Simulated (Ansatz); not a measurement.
This script for a search for lower mean-field states of FHSZn, SMILES [F][Zn][SH] with Ansatz 0.2.0, Python API holds a mistake.

`run_states.py`
```python
"""Does a wider search find a lower mean-field state of FHSZn?"""

import ansatz as az
import numpy as np

geometry = (
    az.Crystal.molecule()
    .atom("F", [0.0079, 0.1222, 1.698])
    .atom("Zn", [-0.9054, 0.2801, 0.5636])
    .atom("S", [-0.2115, 0.0681, -1.149])
    .atom("H", [1.1646, -0.5307, -1.1329])
)
symbols = [site.symbol for site in geometry.cartesian_sites]

start = np.array([site.position_ang for site in geometry.cartesian_sites])
for factor in [1.0, 1.25, 1.6]:
    xyz = (start - start.mean(axis=0)) * factor
    scaled = az.Crystal.molecule()
    for symbol, place in zip(symbols, xyz):
        scaled = scaled.atom(symbol, place.tolist())
    calculation = (
        scaled.calculation()
        .basis(gaussian="def2-SVP")
        .functional("HF")
        .spin("collinear")
    )
    for search in ("off", "standard"):
        try:
            r = calculation.scf(lower_state_search=search).run(cores=2).report
        except az.AnsatzError as error:
            print(f"x{factor} search {search}: {type(error).__name__}")
            continue
        state = r["mean_field"]["state"]
        print(f"all distances x{factor}, search {search:8s} E = {r['free_energy_ev']:.5f} eV  <S^2> = {abs(state['spin_squared']):.3f}  other states met: {len(r['mean_field']['others'])}")
```

```console
$ python run_states.py
Traceback (most recent call last):
  File "run_states.py", line 29, in <module>
    r = calculation.scf(lower_state_search=search).run(cores=2).report
        ~~~~~~~~~~~~~~~~~~~~~~~~~~~~~~~~~~~~~~~~~~~~~~^^^^^^^^^
TypeError: Calculation.run() got an unexpected keyword argument 'cores'
$ echo $?
1
```

Find the fault and give the corrected script.

The fault: run() has no such keyword. Mended:

The script, `run_states.py`:
```python
"""Does a wider search find a lower mean-field state of FHSZn?"""

import ansatz as az
import numpy as np

geometry = (
    az.Crystal.molecule()
    .atom("F", [0.0079, 0.1222, 1.698])
    .atom("Zn", [-0.9054, 0.2801, 0.5636])
    .atom("S", [-0.2115, 0.0681, -1.149])
    .atom("H", [1.1646, -0.5307, -1.1329])
)
symbols = [site.symbol for site in geometry.cartesian_sites]

start = np.array([site.position_ang for site in geometry.cartesian_sites])
for factor in [1.0, 1.25, 1.6]:
    xyz = (start - start.mean(axis=0)) * factor
    scaled = az.Crystal.molecule()
    for symbol, place in zip(symbols, xyz):
        scaled = scaled.atom(symbol, place.tolist())
    calculation = (
        scaled.calculation()
        .basis(gaussian="def2-SVP")
        .functional("HF")
        .spin("collinear")
    )
    for search in ("off", "standard"):
        try:
            r = calculation.scf(lower_state_search=search).run().report
        except az.AnsatzError as error:
            print(f"x{factor} search {search}: {type(error).__name__}")
            continue
        state = r["mean_field"]["state"]
        print(f"all distances x{factor}, search {search:8s} E = {r['free_energy_ev']:.5f} eV  <S^2> = {abs(state['spin_squared']):.3f}  other states met: {len(r['mean_field']['others'])}")
```

After the fix:

`python run_states.py` gives:
```text
all distances x1.0, search off      E = -61899.85936 eV  <S^2> = 0.000  other states met: 0
all distances x1.0, search standard E = -61899.85936 eV  <S^2> = 0.000  other states met: 0
all distances x1.25, search off      E = -61901.88195 eV  <S^2> = 0.000  other states met: 0
all distances x1.25, search standard E = -61901.97568 eV  <S^2> = 0.319  other states met: 3
all distances x1.6, search off      E = -61896.43721 eV  <S^2> = 0.000  other states met: 0
all distances x1.6, search standard E = -61898.78074 eV  <S^2> = 1.635  other states met: 9
```

What to keep in mind:
- Total energies depend on the basis set; only differences at equal settings carry meaning.
- The count of other states can hold repeated and symmetry-equivalent ends of the search; scaling all distances is a test, and for more than two atoms no physical path.
- The geometry comes from a force field and isn't relaxed at this level.
- The expectation value of S² is noticeably off S(S+1) in at least one run, so that state is spin-contaminated.
- Wall time of the script: 29 s on 1 thread of Intel(R) Xeon(R) Platinum 8259CL CPU @ 2.50GHz (Skylake/Cascade Lake) (shared host), peak memory 0.25 GiB.

(Lines on the test bed's own set-up are left out of the output.)
